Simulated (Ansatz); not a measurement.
**BiTe under changes of volume**

One of the cells (33.725 Å³/atom); the others are scaled copies at fixed shape and fractional positions:

```
CELL_PARAMETERS angstrom
2.42271 1.39875 3.31729
-2.42271 1.39875 3.31729
0.00000 -2.79750 3.31729
ATOMIC_POSITIONS crystal
Bi 0.50000 0.50000 0.50000
Te 0.00000 0.00000 0.00000
```

The cell comes from a database or a generator and needn't be the stable form of this composition.

| Quantity | Value |
| --- | --- |
| Program | Ansatz 0.2.0 |
| Functional | PBE |
| Potentials or basis | PseudoDojo standard (PBE files) |
| Cutoff | 1120 eV |
| Density cutoff | 4480 eV |
| k mesh | 7 × 7 × 7 |
| Occupations | fermi-dirac, width 0.05 eV |
| Spin | no spin polarisation |

```tsv
volume (Å³/atom)	energy over the lowest point (meV/atom)	pressure (GPa)
31.701	21.71	3.5
32.376	9.57	2.2
33.050	2.51	1.1
33.725	0.00	0.1
34.399	1.57	-0.8
35.074	?	?
35.748	15.30	-2.4
```

Problem. What does the run at 35.074 Å³/atom give?

Solution. Energy over the lowest point 6.80 meV/atom; pressure -1.6 GPa.

Worked out: A Birch-Murnaghan fit of order 3 (a polynomial in V^(-2/3)) to the other rows has its minimum at 33.79 Å³/atom with B0 = V·E''(V) = 48 GPa and B' = 4.5 at fixed shape and positions, which overstates the stiffness. It gives 6.80 meV/atom at 35.074 Å³/atom, against the run's 6.80, and -dE/dV = -1.6 GPa, against -1.6.

Energies are extrapolated to zero smearing.
